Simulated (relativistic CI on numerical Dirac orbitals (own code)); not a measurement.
# Mo²⁺: 3p photoemission multiplets

Wanted: the shape of the 3p photoemission spectrum of Mo²⁺ in 4 surroundings, from the same atomic integrals.

Program: relativistic CI on numerical Dirac orbitals (own code) version 1. Level of theory: Dirac-Coulomb-Breit CI, KLI orbitals optimised for each configuration, model QED (radiative potential, 1s self-energy scaled to tabulated hydrogen-like ionisation energies), valence Slater integrals scaled by 0.9, multiplet model of photoemission in the sudden approximation. These are calculated values, not measurements, unless marked.

## Step 1: The atom as given

- ion: Mo²⁺ (Mo III)
- nuclear charge: 42
- electrons: 40
- configurations: [Kr] 4d4 → [Ne] 3s2 3p5 3d10 4s2 4p6 4d4
- temperature: 300 K
- widths: Lorentz 2 eV, Gauss 0.6 eV
- surrounding 1: free ion
- surrounding 2: Oh, 10Dq = 4700 cm⁻¹
- surrounding 3: Oh, 10Dq = 13000 cm⁻¹
- surrounding 4: Oh, 10Dq = 21300 cm⁻¹

## Step 2: Surrounding 1: free ion

Settings of the run:

```ini
atom Mo  Z=42  charge=2  electrons=40
nucleus A=98  rms_radius_fm=4.4091
hamiltonian dirac-coulomb  breit=on  qed=on  c_scale=1
orbitals kli  potential=per-configuration
slater_scale 0.9
correlation none
mixing on
configurations
  [Kr] 4d4
  [Ne] 3s2 3p5 3d10 4s2 4p6 4d4
end
photoemission 3p T=300 lorentz=2 gauss=0.6
crystal_field free
```

## Step 3: Surrounding 2: Oh, 10Dq = 4700

The settings differ from step 2 so:

```diff
@@ -12,2 +12,2 @@
 photoemission 3p T=300 lorentz=2 gauss=0.6
-crystal_field free
+crystal_field Oh 10Dq=4700
```

## Step 4: Surrounding 3: Oh, 10Dq = 13000

The settings differ from step 3 so:

```diff
@@ -12,2 +12,2 @@
 photoemission 3p T=300 lorentz=2 gauss=0.6
-crystal_field Oh 10Dq=4700
+crystal_field Oh 10Dq=13000
```

## Step 5: Surrounding 4: Oh, 10Dq = 21300

The settings differ from step 4 so:

```diff
@@ -12,2 +12,2 @@
 photoemission 3p T=300 lorentz=2 gauss=0.6
-crystal_field Oh 10Dq=13000
+crystal_field Oh 10Dq=21300
```

(Steps that only read results are left out.)

What does the calculation give? Wanted: highest peak, first run; ground spin.

**Answer**, as computed:

| surrounding | ground S | centroid (eV) | spread (eV) | up to four highest peaks (% of the highest), eV |
| --- | --- | --- | --- | --- |
| 1: free | 1.99 | 430.31 | 8.45 | 424.2 (100), 442.2 (56) |
| 2: Oh | 1.99 | 430.34 | 8.43 | 424.4 (100), 442.2 (57) |
| 3: Oh | 1.96 | 430.35 | 8.43 | 424.4 (100), 442.2 (56) |
| 4: Oh | 1.03 | 430.60 | 8.45 | 424.6 (100), 442.6 (55) |

```
                           quantity         value
            highest peak, first run      424.2 eV
ground spin (effective S from ⟨S²⟩)  1.03 to 1.99
```

The ground spin changes between the runs (1.99 to 1.03), and the line shape with it. The position of the maximum differs by up to 0.4 eV between the surroundings, by shifts of peaks or by peaks exchanging rank. Energies are those of the free ion without screening by ligands; binding energies in solids differ by tens of eV.
